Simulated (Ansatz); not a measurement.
# CH4AlBFGaO: the cost of one run

Program: Ansatz 0.2.0, Gaussian basis. Level of theory: the settings change from run to run. These are calculated values, not measurements.

### 1 The molecule

An earlier PBE0-D4 in a triple-zeta def2 set relaxation fixed the geometry.

SMILES `[OH][Ga]1[BH][Al]([F])[CH2]1`, 10 atoms, charge 0, spin multiplicity 1.

Atoms are counted from 1 here; the program's logs count them from 0.

Bond lengths: O1–Ga2 1.777 Å, O1–H7 0.960 Å, Ga2–B3 2.003 Å, Ga2–C6 2.075 Å, B3–Al4 2.046 Å, B3–H8 1.208 Å, Al4–F5 1.649 Å, Al4–C6 1.953 Å, C6–H9 1.103 Å, C6–H10 1.088 Å. Angles: Ga2–O1–H7 113.4°, O1–Ga2–B3 154.1°, O1–Ga2–C6 124.8°, B3–Ga2–C6 81.0°, Ga2–B3–Al4 93.8°, Ga2–B3–H8 108.7°, Al4–B3–H8 113.3°, B3–Al4–F5 145.3°, B3–Al4–C6 82.9°, F5–Al4–C6 131.8°, Ga2–C6–Al4 94.4°, Ga2–C6–H9 95.1°, Ga2–C6–H10 120.0°, Al4–C6–H9 107.2°, Al4–C6–H10 125.5°, H9–C6–H10 109.9°.

### 2 wB97X/cc-pVTZ-DK

Set apart from the defaults: high accuracy, the search for lower states set to off.

Input file in.yaml:

```yaml
crystal:
  periodic: [false, false, false]
  atoms:
    - {symbol: O, position_ang: [-2.617750, -0.872137, 0.726074]}
    - {symbol: Ga, position_ang: [-0.940931, -0.775937, 0.145934]}
    - {symbol: B, position_ang: [0.648036, -1.424013, -0.886449]}
    - {symbol: Al, position_ang: [1.432863, 0.450630, -1.119596]}
    - {symbol: F, position_ang: [2.428670, 1.399042, -2.028681]}
    - {symbol: C, position_ang: [0.319748, 0.847008, 0.435231]}
    - {symbol: H, position_ang: [-2.848979, -0.173694, 1.342691]}
    - {symbol: H, position_ang: [1.312433, -2.133521, -0.169551]}
    - {symbol: H, position_ang: [-0.420442, 1.602936, 0.121650]}
    - {symbol: H, position_ang: [0.686342, 1.079696, 1.432696]}
basis:
  gaussian: {orbitals: cc-pVTZ-DK}
hamiltonian: {xc: {name: wB97X}}
accuracy: high
scf: {lower_state_search: off}
```

Command:

```
$ ansatz run in.yaml --threads 4 --pin off --events-out ev --progress --plain --max-ram 10444MiB
```

What time and memory should one allow on 4 threads of AMD EPYC 9R45, shared host?

About 10 s, with a peak of 2 GiB.
